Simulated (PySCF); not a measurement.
# C2H6ClNSi2: the cost of one run

The runs use PySCF 2.14.0, with density-fitted response routines of our own; the level of theory stands in each step. All values are computed, except where a source is named. Atoms are numbered from 0 throughout.

**1. The starting structure**

12 atoms, charge 0, multiplicity 1; geometry from: GFN2-xTB. The atoms were then displaced at random by about 0.01 Å, so the start is not that level's minimum.

Bonds of the start (Å): N0–C1 1.12, C1–C2 1.42, C2–Si3 1.97, Si3–Si4 2.29, Si4–Cl5 2.02, C2–H6 1.09, C2–H7 1.06, Si3–H8 1.50, Si3–H9 1.48, Si4–H10 1.47, Si4–H11 1.45.

**2. Geometry optimisation at PBE0-D3(BJ)/def2-SVP**

Job settings and geometry (Å):

```
{"job": {"xc": "PBE0", "basis": "def2-SVP", "d3": "d3bj", "grid": 1, "shake": 0.01, "kind": "geom"}, "charge": 0, "multiplicity": 1}
N     -1.783660     1.753940    -1.413330
C     -1.688060     0.740220    -0.944980
C     -1.510110    -0.529540    -0.337240
Si    -0.013630    -0.445760     0.945640
Si     1.834190     0.435260    -0.082700
Cl     3.433730    -0.736930     0.308540
H     -1.263060    -1.263080    -1.106510
H     -2.401450    -0.817080     0.158680
H     -0.537390     0.369890     2.090810
H      0.052380    -1.831700     1.452340
H      2.179120     1.766050     0.442680
H      1.737640     0.530450    -1.522940
```

Started as:

```bash
> OMP_NUM_THREADS=1 python probes_run.py task.json out
```

The driver reads the jobs from task.json and runs them one after another.

**Question.** How long does this first job take on 1 thread of Arm Neoverse V1, shared host, and how much memory does it need?

About 2.8 min, with a peak of 0.53 GiB.
